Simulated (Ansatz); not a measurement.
# MoH2: the cost of one run

Computed with Ansatz 0.2.0 (DFT PBE, scalar-relativistic, plane waves, PAW, unless a step's input says otherwise).

### Step 1. The starting structure

It takes space group P4/mmm (No. 123, tetragonal). The conventional cell has a = 2.601 Å, b = 2.601 Å, c = 3.780 Å, α = 90.00°, β = 90.00°, γ = 90.00°. H (site symmetry 4mm) is surrounded by 2 H at 1.85 to 1.93 Å and 4 Mo at 2.08 Å. Mo (site symmetry 4/mmm) is surrounded by 8 H at 2.08 Å.

Structure file:

```cif
data_structure
_symmetry_space_group_name_H-M 'P4/mmm'
_symmetry_Int_Tables_number 123
_cell_length_a 2.6010
_cell_length_b 2.6010
_cell_length_c 3.7804
_cell_angle_alpha 90.000
_cell_angle_beta 90.000
_cell_angle_gamma 90.000
_cell_volume 25.58
loop_
_atom_site_label
_atom_site_type_symbol
_atom_site_symmetry_multiplicity
_atom_site_Wyckoff_symbol
_atom_site_fract_x
_atom_site_fract_y
_atom_site_fract_z
_atom_site_occupancy
H1 H 2 h 0.50000 0.50000 0.25522 1
Mo1 Mo 1 a 0.00000 0.00000 0.00000 1
```

The cell was relaxed beforehand at this level, from a database cell with other species swapped in; it is a trial structure. At a tolerance of 0.05 Å it has space group P4/mmm (No. 123); it has 8.53 Å³/atom, an uncorrected energy of +0.65 eV/atom over the elements.

### Step 2. Bands, states and charges

Contents of input.yaml:

```yaml
crystal:
  lattice:
    - [2.601011829, 0.0, 0.0]
    - [0.0, 2.601011829, 0.0]
    - [0.0, 0.0, 3.7804109148]
  atoms:
    - { symbol: H, position: [0.5, 0.5, 0.2552207315] }
    - { symbol: H, position: [0.5, 0.5, 0.7447792685] }
    - { symbol: Mo, position: [0.0, 0.0, 0.0] }
basis:
  ecutwfc: 420
kpoints:
  mp_grid: { grid: [18, 18, 12] }
  band_path:
    path:
      - [[0.0, 0.0, 0.0], [0.0, 0.5, 0.0], [0.5, 0.5, 0.0], [0.0, 0.0, 0.0], [0.0, 0.0, 0.5], [0.0, 0.5, 0.5], [0.5, 0.5, 0.5], [0.0, 0.0, 0.5]]
      - [[0.0, 0.5, 0.0], [0.0, 0.5, 0.5]]
      - [[0.5, 0.5, 0.0], [0.5, 0.5, 0.5]]
    npoints: 14
hamiltonian:
  xc: pbe
scf:
  occupations: { method: gaussian, width: 0.1 }
  n_extra_bands: 7
output:
  forces: true
  stress: true
  eigenvalues: true
  populations: true
  dos: { projected: true, de: 0.02, nscf_kmesh: { grid: [22, 22, 15] } }
  bader: true
  write_density: true
  write_potential: true
  elf: true
  volumetric_format: npy
```

Started as:

```bash
ansatz run input.yaml --threads 1 --pin off --max-ram 2560MiB --backend cpu --events-out ev --progress --plain --runs-dir out
```

What time and memory should one allow on 1 thread of Intel Xeon 6975P-C (Granite Rapids), shared host?

About 22 s, with a peak of 0.47 GiB.
